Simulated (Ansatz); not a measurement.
# ClFH₃Si₂ radical: how energies converge with the basis set

One table from this session's results is given with a row withheld; the runs are named, their logs left out.

Program: Ansatz 0.2.0, Gaussian basis. Level of theory: one geometry, several basis sets. These are calculated values, not measurements.

Plan: PBE0-D4/def2-SVP; ωB97M-V/def2-SVP; PBE0-D4/def2-QZVPP; ωB97M-V/def2-QZVPP; the functionals' def2-TZVPP values are taken from earlier runs.

## The relaxed structure

All runs share one geometry, relaxed beforehand with PBE0-D4 in a triple-zeta def2 set.

SMILES `F[SiH][SiH2]Cl`, 7 atoms, charge 0, spin multiplicity 2.

Atoms are counted from 1 here; the program's logs count them from 0.

Bond lengths: F1–Si2 1.610 Å, Si2–Si3 2.344 Å, Si2–H5 1.492 Å, Si3–Cl4 2.062 Å, Si3–H6 1.486 Å, Si3–H7 1.483 Å. Angles: F1–Si2–Si3 111.0°, F1–Si2–H5 107.4°, Si3–Si2–H5 112.6°, Si2–Si3–Cl4 104.1°, Si2–Si3–H6 114.8°, Si2–Si3–H7 111.5°, Cl4–Si3–H6 108.3°, Cl4–Si3–H7 108.6°, H6–Si3–H7 109.2°.

The first run:

in.yaml

```yaml
crystal:
  periodic: [false, false, false]
  atoms:
    - {symbol: F, position_ang: [-0.711096, -1.904287, 1.447622]}
    - {symbol: Si, position_ang: [-0.864888, -1.133782, 0.042925]}
    - {symbol: Si, position_ang: [0.757064, 0.544345, -0.177150]}
    - {symbol: Cl, position_ang: [0.253057, 1.504874, -1.930330]}
    - {symbol: H, position_ang: [-2.255672, -0.597535, -0.021664]}
    - {symbol: H, position_ang: [0.767068, 1.548846, 0.918060]}
    - {symbol: H, position_ang: [2.115766, -0.030561, -0.325162]}
basis:
  gaussian: {orbitals: def2-SVP}
magnetization: {spin_polarized: true, initial_magnetization: 1}
hamiltonian: {xc: pbe0, dispersion: d4}
output: {orbitals: {seedname: orbitals}}
```

Steps of the session up to this table: PBE0-D4 in def2-SVP; ωB97M-V in def2-SVP; PBE0-D4 in def2-QZVPP; ωB97M-V in def2-QZVPP.

One table of the session follows, with a row left open; its other results are not shown here.

It belongs to the step «Density functionals: the series». 

| functional | basis | HOMO (eV) | LUMO (eV) |
| --- | --- | --- | --- |
| PBE0-D4 | def2-SVP | -6.41 | -2.86 |
| PBE0-D4 | def2-TZVPP | ? | ? |
| PBE0-D4 | def2-QZVPP | -6.49 | -2.90 |
| ωB97M-V | def2-SVP | -8.10 | -1.16 |
| ωB97M-V | def2-TZVPP | -8.18 | -1.24 |
| ωB97M-V | def2-QZVPP | -8.22 | -1.31 |

**Question.** Estimate the row for PBE0-D4, def2-TZVPP.

**Answer.** HOMO (eV): -6.47; LUMO (eV): -2.86. In the column «HOMO (eV)» it lies between PBE0-D4, def2-QZVPP (-6.49) and PBE0-D4, def2-SVP (-6.41).
